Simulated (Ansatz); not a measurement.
# AlClGaH6NO: the cost of one run

All numbers below are computed with Ansatz 0.2.0 (RKS PBE-D4/def2-SVP).

### 1 The system as given

Bond lengths: Ga1–N2 2.280 Å, N2–H3 1.060 Å, N2–H4 1.060 Å, Ga1–Cl5 2.240 Å, Ga1–H6 1.570 Å, Ga1–O7 2.090 Å, O7–Al8 1.780 Å, Al8–H9 1.560 Å, Al8–H10 1.560 Å. Angles: Ga1–N2–H3 120.0°, Ga1–N2–H4 120.0°, H3–N2–H4 120.0°, N2–Ga1–Cl5 120.0°, N2–Ga1–H6 120.0°, N2–Ga1–O7 71.6°, Cl5–Ga1–H6 120.0°, Cl5–Ga1–O7 88.6°, H6–Ga1–O7 109.9°, Ga1–O7–Al8 125.0°, O7–Al8–H9 120.0°, O7–Al8–H10 120.0°, H9–Al8–H10 120.0°.

As a file:

```xyz
11

Ga    0.0000    0.0000    0.0000
N     0.0000    0.0000    2.2800
H    -0.8770   -0.2713    2.8100
H     0.8770    0.2713    2.8100
Cl    1.9398    0.0000   -1.1200
H    -1.3596    0.0000   -0.7850
O     0.4396   -1.9341    0.6590
Al   -0.4235   -3.4061    0.1525
H     0.3797   -4.6756   -0.2680
H    -1.9832   -3.4267    0.1292
H     0.2823   -1.2421    1.8185
```

### 2 A restrained relaxation towards end A

Springs on the bonds that form and break draw the guess towards this end; the thresholds are loose.

input.yaml

```yaml
crystal:
  periodic: [false, false, false]
  atoms:
    - { symbol: Ga, position_ang: [0.0, 0.0, 0.0] }
    - { symbol: "N", position_ang: [0.0, 0.0, 2.28] }
    - { symbol: H, position_ang: [-0.877, -0.2713, 2.81] }
    - { symbol: H, position_ang: [0.877, 0.2713, 2.81] }
    - { symbol: Cl, position_ang: [1.9398, 0.0, -1.12] }
    - { symbol: H, position_ang: [-1.3596, 0.0, -0.785] }
    - { symbol: O, position_ang: [0.4396, -1.9341, 0.659] }
    - { symbol: Al, position_ang: [-0.4235, -3.4061, 0.1525] }
    - { symbol: H, position_ang: [0.3797, -4.6756, -0.268] }
    - { symbol: H, position_ang: [-1.9832, -3.4267, 0.1292] }
    - { symbol: H, position_ang: [0.2823, -1.2421, 1.8185] }
basis:
  gaussian: { orbitals: def2-SVP }
hamiltonian:
  xc: pbe
  dispersion: d4
relax:
  f_tol: 0.15
  max_steps: 25
  restrain:
    - { distance: [0, 6], at: 2.99, k: 30.0 }
    - { distance: [10, 1], at: 2.26, k: 30.0 }
    - { distance: [0, 1], at: 1.93, k: 30.0 }
    - { distance: [10, 6], at: 1.01, k: 30.0 }
output:
  orbitals: {}
```

Started as:

```console
ansatz run input.yaml --threads 4 --pin off --max-ram 5120MiB --backend cpu --events-out ev --progress --plain --runs-dir out
```

What time and memory should one allow on 4 threads of Arm Neoverse V1, shared host?

About 23 s, with a peak of 0.19 GiB.
